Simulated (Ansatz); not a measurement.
# H4NOSbSi: two geometries relaxed

Are the two ends of the inversion of the pyramid at N1 separate minima, and which lies lower? Each is relaxed from a guess. SMILES of the start: N[SiH]1[O][SbH]1.

All numbers below are computed with Ansatz 0.2.0 (RKS r2SCAN/def2-SVP).

### 1 The system as given

Bond lengths: N1–Si2 1.722 Å, Si2–O3 1.703 Å, Si2–Sb4 2.463 Å, O3–Sb4 2.009 Å, N1–H5 1.058 Å, N1–H6 1.082 Å, Si2–H7 1.499 Å, Sb4–H8 1.796 Å. Angles: N1–Si2–O3 108.7°, N1–Si2–Sb4 116.3°, N1–Si2–H7 118.4°, O3–Si2–Sb4 54.0°, O3–Si2–H7 110.8°, Sb4–Si2–H7 125.1°, Si2–N1–H5 110.4°, Si2–N1–H6 109.9°, H5–N1–H6 103.2°, Si2–O3–Sb4 82.7°, Si2–Sb4–O3 43.3°, Si2–Sb4–H8 90.4°, O3–Sb4–H8 88.7°.

Coordinates:

```xyz
8

N    -0.5842    1.2312   -0.1975
Si    0.8124    0.2280   -0.1083
O     0.7779   -0.6280    1.3634
Sb    0.4043   -2.1866    0.1527
H    -1.4638    0.6474   -0.1272
H    -0.6584    1.6738   -1.1823
H     2.1558    0.8566   -0.3258
H    -1.3517   -1.8795    0.3691
```

### 2 End point A

File input.yaml:

```yaml
crystal:
  periodic: [false, false, false]
  atoms:
    - { symbol: "N", position_ang: [-0.5842, 1.2312, -0.1975] }
    - { symbol: Si, position_ang: [0.8124, 0.228, -0.1083] }
    - { symbol: O, position_ang: [0.7779, -0.628, 1.3634] }
    - { symbol: Sb, position_ang: [0.4043, -2.1866, 0.1527] }
    - { symbol: H, position_ang: [-1.4638, 0.6474, -0.1272] }
    - { symbol: H, position_ang: [-0.6584, 1.6738, -1.1823] }
    - { symbol: H, position_ang: [2.1558, 0.8566, -0.3258] }
    - { symbol: H, position_ang: [-1.3517, -1.8795, 0.3691] }
basis:
  gaussian: { orbitals: def2-SVP }
hamiltonian:
  xc: r2scan
relax:
  f_tol: 0.015
  max_steps: 40
```

The run is started by

```sh
$ ansatz run input.yaml --threads 2 --pin off --max-ram 3072MiB --backend cpu --events-out ev --progress --plain --runs-dir out
```

Log:

```text
Warning: RAYON_NUM_THREADS=2 ignored (pool sized by the plan → 2); use --threads N
The last accepted step is kept in <dir> (removed where the run ends without a failure and the disk answers)
Engine: ansatz 0.2.0, aarch64-unknown-linux-gnu
Functional definition: r2SCAN
  parameter k0 = 0.174
  parameter k1 = 0.065
  parameter a1 = 4.9479
  exchange = r2scan_x(k0 = k0, k1 = k1, a1 = a1)
  correlation = r2scan_c
1059 factors; their error is unknown
mean field evaluation 1: about -18000.9749 eV, gradient 7.6e1 eV
mean field evaluation 2: about -17854.8156 eV, gradient 2.2e2 eV
mean field evaluation 4: about -18010.0641 eV, gradient 3.4e1 eV
mean field evaluation 8: about -18012.5828 eV, gradient 2.5e-1 eV
mean field evaluation 16: about -18012.5327 eV, gradient 4.5e-4 eV
mean field -18012.53271722 eV, -661.9483680246 hartree, gradient 2.0e-5 eV, S^2 0.000000; 0 other end points of the search recorded, 0 dependent functions left out
the calculation of the forces begins
reference -18012.53272663 eV, -661.9483683703 hartree; 28, 28 occupied and 64, 64 virtual orbitals, 1059 factors
relax step   1: F+E_penalty+E_count = -18012.53271722 eV  Δ(F+E_penalty+E_count) = +0.000e0 eV  max|allowed force component| = 2.549e0 eV/Å  Δτ_max = 0.0000 Å  (29 SCF iters, accepted)
these checks for a lower state are left out or cut short: starts, cluster_reference, orbital_swaps, neighbouring_geometries, increment
1059 factors; their error is unknown
mean field -18012.90365839 eV, -661.9619998613 hartree, gradient 1.4e-5 eV, S^2 0.000000; 0 other end points of the search recorded, 0 dependent functions left out
the calculation of the forces begins
reference -18012.90366788 eV, -661.9620002099 hartree; 28, 28 occupied and 64, 64 virtual orbitals, 1059 factors
relax step   2: F+E_penalty+E_count = -18012.90365839 eV  Δ(F+E_penalty+E_count) = -3.709e-1 eV  max|allowed force component| = 1.198e0 eV/Å  Δτ_max = 0.1997 Å  (31 SCF iters, accepted)
these checks for a lower state are left out or cut short: starts, cluster_reference, orbital_swaps, neighbouring_geometries, increment
1059 factors; their error is unknown
mean field evaluation 32: about -18012.9926 eV, gradient 2.2e-5 eV
mean field -18012.99257063 eV, -661.9652673257 hartree, gradient 2.2e-5 eV, S^2 0.000000; 0 other end points of the search recorded, 0 dependent functions left out
the calculation of the forces begins
reference -18012.99258011 eV, -661.9652676742 hartree; 28, 28 occupied and 64, 64 virtual orbitals, 1059 factors
relax step   3: F+E_penalty+E_count = -18012.99257063 eV  Δ(F+E_penalty+E_count) = -8.891e-2 eV  max|allowed force component| = 7.503e-1 eV/Å  Δτ_max = 0.0941 Å  (30 SCF iters, accepted)
these checks for a lower state are left out or cut short: starts, cluster_reference, orbital_swaps, neighbouring_geometries, increment
1059 factors; their error is unknown
mean field -18013.05706109 eV, -661.9676373065 hartree, gradient 8.7e-6 eV, S^2 0.000000; 0 other end points of the search recorded, 0 dependent functions left out
the calculation of the forces begins
reference -18013.05707078 eV, -661.9676376627 hartree; 28, 28 occupied and 64, 64 virtual orbitals, 1059 factors
relax step   4: F+E_penalty+E_count = -18013.05706109 eV  Δ(F+E_penalty+E_count) = -6.449e-2 eV  max|allowed force component| = 2.567e-1 eV/Å  Δτ_max = 0.1998 Å  (30 SCF iters, accepted)
these checks for a lower state are left out or cut short: starts, cluster_reference, orbital_swaps, neighbouring_geometries, increment
1059 factors; their error is unknown
mean field -18013.06932813 eV, -661.9680881120 hartree, gradient 1.8e-5 eV, S^2 0.000000; 0 other end points of the search recorded, 0 dependent functions left out
the calculation of the forces begins
reference -18013.06933786 eV, -661.9680884694 hartree; 28, 28 occupied and 64, 64 virtual orbitals, 1059 factors
relax step   5: F+E_penalty+E_count = -18013.06932813 eV  Δ(F+E_penalty+E_count) = -1.227e-2 eV  max|allowed force component| = 2.705e-1 eV/Å  Δτ_max = 0.0536 Å  (31 SCF iters, accepted)
these checks for a lower state are left out or cut short: starts, cluster_reference, orbital_swaps, neighbouring_geometries, increment
1059 factors; their error is unknown
mean field -18013.07688991 eV, -661.9683660020 hartree, gradient 6.8e-6 eV, S^2 0.000000; 0 other end points of the search recorded, 0 dependent functions left out
the calculation of the forces begins
reference -18013.07689966 eV, -661.9683663604 hartree; 28, 28 occupied and 64, 64 virtual orbitals, 1059 factors
relax step   6: F+E_penalty+E_count = -18013.07688991 eV  Δ(F+E_penalty+E_count) = -7.562e-3 eV  max|allowed force component| = 1.164e-1 eV/Å  Δτ_max = 0.1330 Å  (30 SCF iters, accepted)
these checks for a lower state are left out or cut short: starts, cluster_reference, orbital_swaps, neighbouring_geometries, increment
1059 factors; their error is unknown
mean field -18013.07909106 eV, -661.9684468930 hartree, gradient 1.8e-5 eV, S^2 0.000000; 0 other end points of the search recorded, 0 dependent functions left out
the calculation of the forces begins
reference -18013.07910080 eV, -661.9684472509 hartree; 28, 28 occupied and 64, 64 virtual orbitals, 1059 factors
relax step   7: F+E_penalty+E_count = -18013.07909106 eV  Δ(F+E_penalty+E_count) = -2.201e-3 eV  max|allowed force component| = 2.257e-2 eV/Å  Δτ_max = 0.0213 Å  (30 SCF iters, accepted)
these checks for a lower state are left out or cut short: starts, cluster_reference, orbital_swaps, neighbouring_geometries, increment
1059 factors; their error is unknown
mean field evaluation 64: about -18013.0791 eV, gradient 1.4e-1 eV
mean field -18013.07914416 eV, -661.9684488445 hartree, gradient 1.5e-5 eV, S^2 0.000000; 0 other end points of the search recorded, 0 dependent functions left out
the calculation of the forces begins
reference -18013.07915390 eV, -661.9684492024 hartree; 28, 28 occupied and 64, 64 virtual orbitals, 1059 factors
relax step   8: F+E_penalty+E_count = -18013.07914416 eV  Δ(F+E_penalty+E_count) = -5.310e-5 eV  max|allowed force component| = 1.776e-2 eV/Å  Δτ_max = 0.0094 Å  (31 SCF iters, accepted)
these checks for a lower state are left out or cut short: starts, cluster_reference, orbital_swaps, neighbouring_geometries, increment
1059 factors; their error is unknown
mean field -18013.07917690 eV, -661.9684500473 hartree, gradient 2.5e-5 eV, S^2 0.000000; 0 other end points of the search recorded, 0 dependent functions left out
the calculation of the forces begins
reference -18013.07918663 eV, -661.9684504052 hartree; 28, 28 occupied and 64, 64 virtual orbitals, 1059 factors
relax step   9: F+E_penalty+E_count = -18013.07917690 eV  Δ(F+E_penalty+E_count) = -3.273e-5 eV  max|allowed force component| = 2.269e-2 eV/Å  Δτ_max = 0.0038 Å  (24 SCF iters, accepted)
these checks for a lower state are left out or cut short: starts, cluster_reference, orbital_swaps, neighbouring_geometries, increment
1059 factors; their error is unknown
mean field -18013.07918727 eV, -661.9684504286 hartree, gradient 2.7e-5 eV, S^2 0.000000; 0 other end points of the search recorded, 0 dependent functions left out
the calculation of the forces begins
reference -18013.07919701 eV, -661.9684507865 hartree; 28, 28 occupied and 64, 64 virtual orbitals, 1059 factors
relax step  10: F+E_penalty+E_count = -18013.07918727 eV  Δ(F+E_penalty+E_count) = -1.038e-5 eV  max|allowed force component| = 2.582e-3 eV/Å  Δτ_max = 0.0015 Å  (23 SCF iters, accepted)
1059 factors; their error is unknown
mean field evaluation 96: about -18013.0792 eV, gradient 1.5e-2 eV
mean field -18013.07918727 eV, -661.9684504286 hartree, gradient 2.7e-5 eV, S^2 0.000000; 1 other end points of the search recorded, 0 dependent functions left out
the calculation of the forces begins
reference -18013.07919701 eV, -661.9684507865 hartree; 28, 28 occupied and 64, 64 virtual orbitals, 1059 factors
Total energy: -18013.07919701 eV, -661.9684507865 hartree
Atom 0 at    -0.570071     1.241054    -0.340138 Å, force     0.000403    -0.000295    -0.000188 eV/Å
Atom 1 at     0.696677     0.142018    -0.022988 Å, force     0.002582     0.002338    -0.001679 eV/Å
Atom 2 at     0.712896    -0.564000     1.467851 Å, force     0.000387    -0.000604     0.000140 eV/Å
Atom 3 at     0.532879    -2.357249     0.294708 Å, force    -0.000251    -0.000456     0.000460 eV/Å
Atom 4 at    -1.534112     1.042650    -0.092183 Å, force    -0.000179     0.000495    -0.000487 eV/Å
Atom 5 at    -0.495137     1.937690    -1.073942 Å, force    -0.000902     0.000041     0.000423 eV/Å
Atom 6 at     1.945307     0.759068    -0.545782 Å, force    -0.002121    -0.001480     0.001347 eV/Å
Atom 7 at    -1.196139    -2.258332     0.256575 Å, force     0.000081    -0.000039    -0.000016 eV/Å
Dipole moment:    -0.245572     0.197118    -0.550229 e Å
```

Run time: 31 s. Hardware: 2 threads of Arm Neoverse V2, shared host; peak memory 0.17 GiB.

Relaxation path:

```tsv
step	energy from step 1 (eV)	largest force component (eV/Å)
1	0.0000	2.5494
2	-0.3709	1.1977
3	-0.4599	0.7503
4	-0.5243	0.2567
5	-0.5366	0.2705
6	-0.5442	0.1164
7	-0.5464	0.0226
8	-0.5464	0.0178
9	-0.5465	0.0227
10	-0.5465	0.0026
```

Step 1 is the start.

After: Bond lengths: N1–Si2 1.707 Å, Si2–O3 1.650 Å, Si2–Sb4 2.525 Å, O3–Sb4 2.150 Å, N1–H5 1.015 Å, N1–H6 1.015 Å, Si2–H7 1.488 Å, Sb4–H8 1.732 Å. Angles: N1–Si2–O3 116.8°, N1–Si2–Sb4 127.8°, N1–Si2–H7 106.9°, O3–Si2–Sb4 57.5°, O3–Si2–H7 119.1°, Sb4–Si2–H7 120.6°, Si2–N1–H5 122.3°, Si2–N1–H6 121.4°, H5–N1–H6 112.4°, Si2–O3–Sb4 82.1°, Si2–Sb4–O3 40.3°, Si2–Sb4–H8 90.3°, O3–Sb4–H8 92.7°.

### 3 End point B

The second end starts from a geometry with the move made by hand.

Changes to input.yaml since step 2:

```diff
@@ -7,4 +7,4 @@
     - { symbol: Sb, position_ang: [0.4043, -2.1866, 0.1527] }
-    - { symbol: H, position_ang: [-1.4638, 0.6474, -0.1272] }
-    - { symbol: H, position_ang: [-0.6584, 1.6738, -1.1823] }
+    - { symbol: H, position_ang: [-1.12435, 1.19454, 0.71154] }
+    - { symbol: H, position_ang: [-0.2886, 2.26985, -0.26858] }
     - { symbol: H, position_ang: [2.1558, 0.8566, -0.3258] }
```

The run is started by

```sh
$ ansatz run input.yaml --threads 2 --pin off --max-ram 3072MiB --backend cpu --events-out ev --progress --plain --runs-dir out
```

Log:

```text
Warning: RAYON_NUM_THREADS=2 ignored (pool sized by the plan → 2); use --threads N
[... 8 set-up lines as earlier in the session ...]
1059 factors; their error is unknown
mean field evaluation 1: about -18001.2062 eV, gradient 7.5e1 eV
mean field evaluation 2: about -17862.9447 eV, gradient 2.1e2 eV
mean field evaluation 4: about -18010.0448 eV, gradient 3.4e1 eV
mean field evaluation 8: about -18012.5245 eV, gradient 2.2e-1 eV
mean field evaluation 16: about -18012.4722 eV, gradient 9.9e-4 eV
mean field -18012.47222991 eV, -661.9461451572 hartree, gradient 2.6e-5 eV, S^2 0.000000; 0 other end points of the search recorded, 0 dependent functions left out
the calculation of the forces begins
reference -18012.47223954 eV, -661.9461455110 hartree; 28, 28 occupied and 64, 64 virtual orbitals, 1059 factors
relax step   1: F+E_penalty+E_count = -18012.47222991 eV  Δ(F+E_penalty+E_count) = +0.000e0 eV  max|allowed force component| = 3.039e0 eV/Å  Δτ_max = 0.0000 Å  (29 SCF iters, accepted)
these checks for a lower state are left out or cut short: starts, cluster_reference, orbital_swaps, neighbouring_geometries, increment
1059 factors; their error is unknown
mean field -18012.84300193 eV, -661.9597707775 hartree, gradient 2.2e-5 eV, S^2 0.000000; 0 other end points of the search recorded, 0 dependent functions left out
the calculation of the forces begins
reference -18012.84301157 eV, -661.9597711315 hartree; 28, 28 occupied and 64, 64 virtual orbitals, 1059 factors
relax step   2: F+E_penalty+E_count = -18012.84300193 eV  Δ(F+E_penalty+E_count) = -3.708e-1 eV  max|allowed force component| = 1.021e0 eV/Å  Δτ_max = 0.1990 Å  (37 SCF iters, accepted)
these checks for a lower state are left out or cut short: starts, cluster_reference, orbital_swaps, neighbouring_geometries, increment
1059 factors; their error is unknown
mean field evaluation 32: about -18012.9452 eV, gradient 8.0e-4 eV
mean field -18012.94517179 eV, -661.9635254507 hartree, gradient 5.8e-6 eV, S^2 0.000000; 0 other end points of the search recorded, 0 dependent functions left out
the calculation of the forces begins
reference -18012.94518143 eV, -661.9635258049 hartree; 28, 28 occupied and 64, 64 virtual orbitals, 1059 factors
relax step   3: F+E_penalty+E_count = -18012.94517179 eV  Δ(F+E_penalty+E_count) = -1.022e-1 eV  max|allowed force component| = 5.951e-1 eV/Å  Δτ_max = 0.1088 Å  (31 SCF iters, accepted)
these checks for a lower state are left out or cut short: starts, cluster_reference, orbital_swaps, neighbouring_geometries, increment
1059 factors; their error is unknown
mean field -18013.00870886 eV, -661.9658603948 hartree, gradient 1.6e-5 eV, S^2 0.000000; 0 other end points of the search recorded, 0 dependent functions left out
the calculation of the forces begins
reference -18013.00871869 eV, -661.9658607559 hartree; 28, 28 occupied and 64, 64 virtual orbitals, 1059 factors
relax step   4: F+E_penalty+E_count = -18013.00870886 eV  Δ(F+E_penalty+E_count) = -6.354e-2 eV  max|allowed force component| = 9.760e-1 eV/Å  Δτ_max = 0.2000 Å  (36 SCF iters, accepted)
these checks for a lower state are left out or cut short: starts, cluster_reference, orbital_swaps, neighbouring_geometries, increment
1059 factors; their error is unknown
mean field -18013.04305969 eV, -661.9671227645 hartree, gradient 1.4e-5 eV, S^2 0.000000; 0 other end points of the search recorded, 0 dependent functions left out
the calculation of the forces begins
reference -18013.04306951 eV, -661.9671231255 hartree; 28, 28 occupied and 64, 64 virtual orbitals, 1059 factors
relax step   5: F+E_penalty+E_count = -18013.04305969 eV  Δ(F+E_penalty+E_count) = -3.435e-2 eV  max|allowed force component| = 2.487e-1 eV/Å  Δτ_max = 0.0577 Å  (30 SCF iters, accepted)
these checks for a lower state are left out or cut short: starts, cluster_reference, orbital_swaps, neighbouring_geometries, increment
1059 factors; their error is unknown
mean field -18013.05352296 eV, -661.9675072827 hartree, gradient 1.6e-5 eV, S^2 0.000000; 0 other end points of the search recorded, 0 dependent functions left out
the calculation of the forces begins
reference -18013.05353274 eV, -661.9675076421 hartree; 28, 28 occupied and 64, 64 virtual orbitals, 1059 factors
relax step   6: F+E_penalty+E_count = -18013.05352296 eV  Δ(F+E_penalty+E_count) = -1.046e-2 eV  max|allowed force component| = 5.874e-1 eV/Å  Δτ_max = 0.1999 Å  (36 SCF iters, accepted)
these checks for a lower state are left out or cut short: starts, cluster_reference, orbital_swaps, neighbouring_geometries, increment
1059 factors; their error is unknown
mean field evaluation 64: about -18013.0728 eV, gradient 1.4e-5 eV
mean field -18013.07276744 eV, -661.9682145041 hartree, gradient 1.4e-5 eV, S^2 0.000000; 0 other end points of the search recorded, 0 dependent functions left out
the calculation of the forces begins
reference -18013.07277712 eV, -661.9682148597 hartree; 28, 28 occupied and 64, 64 virtual orbitals, 1059 factors
relax step   7: F+E_penalty+E_count = -18013.07276744 eV  Δ(F+E_penalty+E_count) = -1.924e-2 eV  max|allowed force component| = 1.176e-1 eV/Å  Δτ_max = 0.1060 Å  (30 SCF iters, accepted)
these checks for a lower state are left out or cut short: starts, cluster_reference, orbital_swaps, neighbouring_geometries, increment
1059 factors; their error is unknown
mean field -18013.07539331 eV, -661.9683110032 hartree, gradient 1.0e-5 eV, S^2 0.000000; 0 other end points of the search recorded, 0 dependent functions left out
the calculation of the forces begins
reference -18013.07540307 eV, -661.9683113619 hartree; 28, 28 occupied and 64, 64 virtual orbitals, 1059 factors
relax step   8: F+E_penalty+E_count = -18013.07539331 eV  Δ(F+E_penalty+E_count) = -2.626e-3 eV  max|allowed force component| = 1.054e-1 eV/Å  Δτ_max = 0.0736 Å  (31 SCF iters, accepted)
these checks for a lower state are left out or cut short: starts, cluster_reference, orbital_swaps, neighbouring_geometries, increment
1059 factors; their error is unknown
mean field -18013.07879707 eV, -661.9684360892 hartree, gradient 1.5e-5 eV, S^2 0.000000; 0 other end points of the search recorded, 0 dependent functions left out
the calculation of the forces begins
reference -18013.07880679 eV, -661.9684364463 hartree; 28, 28 occupied and 64, 64 virtual orbitals, 1059 factors
relax step   9: F+E_penalty+E_count = -18013.07879707 eV  Δ(F+E_penalty+E_count) = -3.404e-3 eV  max|allowed force component| = 6.856e-2 eV/Å  Δτ_max = 0.0380 Å  (30 SCF iters, accepted)
these checks for a lower state are left out or cut short: starts, cluster_reference, orbital_swaps, neighbouring_geometries, increment
1059 factors; their error is unknown
mean field -18013.07906778 eV, -661.9684460374 hartree, gradient 1.6e-5 eV, S^2 0.000000; 0 other end points of the search recorded, 0 dependent functions left out
the calculation of the forces begins
reference -18013.07907750 eV, -661.9684463945 hartree; 28, 28 occupied and 64, 64 virtual orbitals, 1059 factors
relax step  10: F+E_penalty+E_count = -18013.07906778 eV  Δ(F+E_penalty+E_count) = -2.707e-4 eV  max|allowed force component| = 4.468e-2 eV/Å  Δτ_max = 0.0121 Å  (31 SCF iters, accepted)
these checks for a lower state are left out or cut short: starts, cluster_reference, orbital_swaps, neighbouring_geometries, increment
1059 factors; their error is unknown
mean field -18013.07919140 eV, -661.9684505805 hartree, gradient 1.1e-5 eV, S^2 0.000000; 0 other end points of the search recorded, 0 dependent functions left out
the calculation of the forces begins
reference -18013.07920112 eV, -661.9684509377 hartree; 28, 28 occupied and 64, 64 virtual orbitals, 1059 factors
relax step  11: F+E_penalty+E_count = -18013.07919140 eV  Δ(F+E_penalty+E_count) = -1.236e-4 eV  max|allowed force component| = 7.250e-3 eV/Å  Δτ_max = 0.0051 Å  (25 SCF iters, accepted)
1059 factors; their error is unknown
mean field evaluation 96: about -18009.0029 eV, gradient 3.9e1 eV
mean field -18013.07919140 eV, -661.9684505805 hartree, gradient 1.1e-5 eV, S^2 0.000000; 1 other end points of the search recorded, 0 dependent functions left out
the calculation of the forces begins
reference -18013.07920112 eV, -661.9684509377 hartree; 28, 28 occupied and 64, 64 virtual orbitals, 1059 factors
Total energy: -18013.07920112 eV, -661.9684509377 hartree
Atom 0 at    -0.377789     1.468653     0.155929 Å, force    -0.003514    -0.000188     0.000634 eV/Å
Atom 1 at     0.789392     0.223934     0.123594 Å, force     0.000792     0.002829    -0.002317 eV/Å
Atom 2 at     0.912310    -0.716337     1.473212 Å, force     0.000900    -0.004386     0.004516 eV/Å
Atom 3 at     0.395035    -2.269267     0.078466 Å, force    -0.001966     0.000399     0.001332 eV/Å
Atom 4 at    -1.319949     1.319255     0.502560 Å, force    -0.001816     0.000288     0.000459 eV/Å
Atom 5 at    -0.317010     2.267650    -0.466358 Å, force    -0.000202     0.000445    -0.000495 eV/Å
Atom 6 at     2.023613     0.805320    -0.468095 Å, force     0.007250     0.002278    -0.003435 eV/Å
Atom 7 at    -1.304051    -2.013118     0.297254 Å, force    -0.001442    -0.001664    -0.000693 eV/Å
Dipole moment:    -0.288566     0.306010    -0.474207 e Å
```

Run time: 34 s. Hardware: 2 threads of Arm Neoverse V2, shared host; peak memory 0.17 GiB.

Relaxation path:

```tsv
step	energy from step 1 (eV)	largest force component (eV/Å)
1	0.0000	3.0389
2	-0.3708	1.0214
3	-0.4729	0.5951
4	-0.5365	0.9760
5	-0.5708	0.2487
6	-0.5813	0.5874
7	-0.6005	0.1176
8	-0.6032	0.1054
9	-0.6066	0.0686
10	-0.6068	0.0447
11	-0.6070	0.0073
```

Step 1 is the start.

After: Bond lengths: N1–Si2 1.707 Å, Si2–O3 1.649 Å, Si2–Sb4 2.525 Å, O3–Sb4 2.150 Å, N1–H5 1.015 Å, N1–H6 1.015 Å, Si2–H7 1.487 Å, Sb4–H8 1.732 Å. Angles: N1–Si2–O3 116.8°, N1–Si2–Sb4 127.9°, N1–Si2–H7 106.9°, O3–Si2–Sb4 57.5°, O3–Si2–H7 119.1°, Sb4–Si2–H7 120.6°, Si2–N1–H5 122.3°, Si2–N1–H6 121.5°, H5–N1–H6 112.4°, Si2–O3–Sb4 82.1°, Si2–Sb4–O3 40.3°, Si2–Sb4–H8 90.3°, O3–Sb4–H8 92.7°.

### 4 Outcome

```
                           quantity                     value
                              end A   9 moves, 0.546 eV lower
                              end B  10 moves, 0.607 eV lower
largest difference between the ends                    0.00 Å
            end B relative to end A                 -0.000 eV
```

**Reading.** Both starts fell into the same minimum (no atom differs by more than 0.00 Å), so from this start no second minimum was found and no band was run; another arrangement could still be one.
